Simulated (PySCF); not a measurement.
**Au: excitation energies in aug-cc-pwCVDZ-PP with ECP60**

Aim: the excitation energy of gold from differences of total energies, at each level of theory, and how far each lands from the tabulated value where there is one.

Method: unrestricted determinants in a Gaussian basis, no spin-orbit coupling in the energies. Code: PySCF 2.14.0.

### 1 Starting point

| Property | Result |
| --- | --- |
| Element | gold (Z = 79) |
| Basis | aug-cc-pwCVDZ-PP with ECP60MDF |
| Hamiltonian | a scalar-relativistic core potential |
| State 1 | Au: [Xe] 4f14 5d10 6p1, 2P determinant (an excited configuration) |
| State 2 | Au: [Xe] 4f14 5d9 6s1 6p1, one real determinant (an excited configuration) |
| State 3 | Au: [Xe] 4f14 5d9 6s2, 2D determinant (an excited configuration) |
| State 4 | Au: [Xe] 4f14 5d10 6d1, 2D determinant (an excited configuration) |
| Needed too, but not shown | Au [Xe] 4f14 5d10 6s1 (2S) |
| Methods | CCSD(T) |
| Core shells frozen in the correlated runs | valence: 5s2 5p6 (for Au) |

The outer shells:

Au [Xe] 4f14 5d10 6p1
```
[Xe] core
4f [↑↓][↑↓][↑↓][↑↓][↑↓][↑↓][↑↓]
5d [↑↓][↑↓][↑↓][↑↓][↑↓]
6p [↑ ][  ][  ]
```

Au [Xe] 4f14 5d9 6s1 6p1
```
[Xe] core
4f [↑↓][↑↓][↑↓][↑↓][↑↓][↑↓][↑↓]
5d [↑↓][↑↓][↑↓][↑↓][↑ ]
6s [↑ ]
6p [↑ ][  ][  ]
```

Au [Xe] 4f14 5d9 6s2
```
[Xe] core
4f [↑↓][↑↓][↑↓][↑↓][↑↓][↑↓][↑↓]
5d [↑↓][↑↓][↑↓][↑↓][↑ ]
6s [↑↓]
```

Au [Xe] 4f14 5d10 6d1
```
[Xe] core
4f [↑↓][↑↓][↑↓][↑↓][↑↓][↑↓][↑↓]
5d [↑↓][↑↓][↑↓][↑↓][↑↓]
6d [↑ ][  ][  ][  ][  ]
```

One driver process ran all states and methods and kept the integrals in memory. Each run is shown as a PySCF script that sums up its settings (the driver passes frozen orbitals as a list and adds second-order terms of double hybrids); the logs are those of the runs themselves. The driver starts from symmetry-adapted Hartree-Fock orbitals, holds the occupation by maximum overlap and uses a logarithmic radial grid for functionals, so a plain start would take other cycles.

The integrals over 70 functions and the set-up took 0.4 s of CPU time.

### 2 Au [Xe] 4f14 5d10 6p1, at CCSD(T) (valence)

**CCSD(T) (valence)**

Contents of input.py:

```python
from pyscf import gto, scf, dft, mp, cc
import basis_set_exchange as bse
txt = bse.get_basis("aug-cc-pwCVDZ-PP", elements=["Au"], fmt="nwchem", header=False)
cut = txt.index("\nECP")
mol = gto.M(atom="Au 0 0 0", charge=0, spin=1, symmetry="D2h",
            basis=gto.basis.parse(txt[:cut]),
            ecp={"Au": gto.basis.parse_ecp(txt[cut:])})
mf = scf.UHF(mol)
mf.irrep_nelec = {'Ag': (3, 3), 'B1g': (1, 1), 'B2g': (1, 1), 'B3g': (1, 1), 'B1u': (1, 1), 'B2u': (2, 1), 'B3u': (1, 1)}
mf.kernel()
mycc = cc.CCSD(mf, frozen=4).run()
mycc.ccsd_t()
```

### 3 Au [Xe] 4f14 5d9 6s1 6p1, at CCSD(T) (valence)

**CCSD(T) (valence)**

Contents of input.py:

```python
from pyscf import gto, scf, dft, mp, cc
import basis_set_exchange as bse
txt = bse.get_basis("aug-cc-pwCVDZ-PP", elements=["Au"], fmt="nwchem", header=False)
cut = txt.index("\nECP")
mol = gto.M(atom="Au 0 0 0", charge=0, spin=3, symmetry="D2h",
            basis=gto.basis.parse(txt[:cut]),
            ecp={"Au": gto.basis.parse_ecp(txt[cut:])})
mf = scf.UHF(mol)
mf.irrep_nelec = {'Ag': (4, 2), 'B1g': (1, 1), 'B2g': (1, 1), 'B3g': (1, 1), 'B1u': (2, 1), 'B2u': (1, 1), 'B3u': (1, 1)}
mf.kernel()
mycc = cc.CCSD(mf, frozen=4).run()
mycc.ccsd_t()
```

### 4 Au [Xe] 4f14 5d9 6s2, at CCSD(T) (valence)

**CCSD(T) (valence)**

Contents of input.py:

```python
from pyscf import gto, scf, dft, mp, cc
import basis_set_exchange as bse
txt = bse.get_basis("aug-cc-pwCVDZ-PP", elements=["Au"], fmt="nwchem", header=False)
cut = txt.index("\nECP")
mol = gto.M(atom="Au 0 0 0", charge=0, spin=1, symmetry="D2h",
            basis=gto.basis.parse(txt[:cut]),
            ecp={"Au": gto.basis.parse_ecp(txt[cut:])})
mf = scf.UHF(mol)
mf.irrep_nelec = {'Ag': (4, 3), 'B1g': (1, 1), 'B2g': (1, 1), 'B3g': (1, 1), 'B1u': (1, 1), 'B2u': (1, 1), 'B3u': (1, 1)}
mf.kernel()
mycc = cc.CCSD(mf, frozen=4).run()
mycc.ccsd_t()
```

### 5 Au [Xe] 4f14 5d10 6d1, at CCSD(T) (valence)

**CCSD(T) (valence)**

input.py, as its differences from that of step 4:

```diff
@@ -8,3 +8,3 @@
 mf = scf.UHF(mol)
-mf.irrep_nelec = {'Ag': (4, 3), 'B1g': (1, 1), 'B2g': (1, 1), 'B3g': (1, 1), 'B1u': (1, 1), 'B2u': (1, 1), 'B3u': (1, 1)}
+mf.irrep_nelec = {'Ag': (3, 3), 'B1g': (2, 1), 'B2g': (1, 1), 'B3g': (1, 1), 'B1u': (1, 1), 'B2u': (1, 1), 'B3u': (1, 1)}
 mf.kernel()
```

**Question.** What will these runs give?

The runs gave:

```
                                     quantity                                                   value
   excitation energy, Au → [Xe] 4f14 5d10 6p1  UHF 4.219, CCSD(T) (valence) 4.933 eV; reference 4.947
excitation energy, Au → [Xe] 4f14 5d9 6s1 6p1                   UHF 4.764, CCSD(T) (valence) 6.157 eV
    excitation energy, Au → [Xe] 4f14 5d9 6s2  UHF 1.762, CCSD(T) (valence) 1.764 eV; reference 1.745
   excitation energy, Au → [Xe] 4f14 5d10 6d1                   UHF 7.403, CCSD(T) (valence) 8.561 eV
```

Accuracy by level (over 2 differences):

```tsv
method	mean absolute miss against the measured values (with the measured fine structure taken into account where it is known) (eV)
UHF	0.373
MP2 (valence)	0.190
SCS-MP2 (valence)	0.087
CCSD (valence)	0.023
CCSD(T) (valence)	0.017
```

**Reading.** CCSD(T) (valence) lands nearest to the measured values (mean absolute error over 2 measured values 0.02 eV), level with CCSD (valence); UHF misses by most (0.37 eV). The basis is finite, and no extrapolation was made.
